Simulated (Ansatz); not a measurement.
# ClH3NOSc: how energies converge with the basis set

Aim: see how fast density functionals converge with the basis set for ClH3NOSc.

The runs use Ansatz 0.2.0, Gaussian basis; one geometry, several basis sets.

Plan: PBE0-D4/def2-SVP; ωB97M-V/def2-SVP; PBE0-D4/def2-QZVPP; ωB97M-V/def2-QZVPP; the functionals' def2-TZVPP values are taken from earlier runs.

**1. The geometry**

The geometry comes from an earlier relaxation with PBE0-D4 in a triple-zeta def2 set; it is a stationary point, not always the lowest conformer.

SMILES `[NH2][Sc]([OH])[Cl]`, 7 atoms, charge 0, spin multiplicity 1.

Atoms are counted from 1 here; the program's logs count them from 0.

Bond lengths: N1–Sc2 1.963 Å, N1–H5 1.013 Å, N1–H6 1.012 Å, Sc2–O3 1.851 Å, Sc2–Cl4 2.329 Å, O3–H7 0.953 Å. Angles: Sc2–N1–H5 125.3°, Sc2–N1–H6 126.8°, H5–N1–H6 107.9°, N1–Sc2–O3 114.7°, N1–Sc2–Cl4 118.3°, O3–Sc2–Cl4 127.0°, Sc2–O3–H7 168.5°.

**2. PBE0-D4 in def2-SVP**

in.yaml reads:

```yaml
crystal:
  periodic: [false, false, false]
  atoms:
    - {symbol: N, position_ang: [-0.715833, 1.249153, -0.062182]}
    - {symbol: Sc, position_ang: [-0.028966, -0.581948, -0.228734]}
    - {symbol: O, position_ang: [1.509792, -0.922814, 0.742806]}
    - {symbol: Cl, position_ang: [-1.189913, -2.075806, -1.587108]}
    - {symbol: H, position_ang: [-1.543797, 1.607298, -0.522693]}
    - {symbol: H, position_ang: [-0.317485, 1.998248, 0.488969]}
    - {symbol: H, position_ang: [2.286201, -1.274131, 1.168952]}
basis:
  gaussian: {orbitals: def2-SVP}
hamiltonian: {xc: pbe0, dispersion: d4}
output: {orbitals: {seedname: orbitals}}
```

The runs that follow: ωB97M-V in def2-SVP; PBE0-D4 in def2-QZVPP; ωB97M-V in def2-QZVPP.

**Question.** What will the summary of the whole plan be? Wanted: PBE0-D4: double and triple zeta above quadruple; ωB97M-V: double and triple zeta above quadruple.

**Answer**, as computed:

| quantity | value |
| --- | --- |
| PBE0-D4: double and triple zeta above quadruple | 12.51, 0.98 eV |
| ωB97M-V: double and triple zeta above quadruple | 12.52, 0.92 eV |

What this shows: For PBE0-D4 the step from double to triple zeta gains 11.53 eV and the next only 0.98 eV. Total energies overstate the basis error of differences, where much of it tends to cancel.
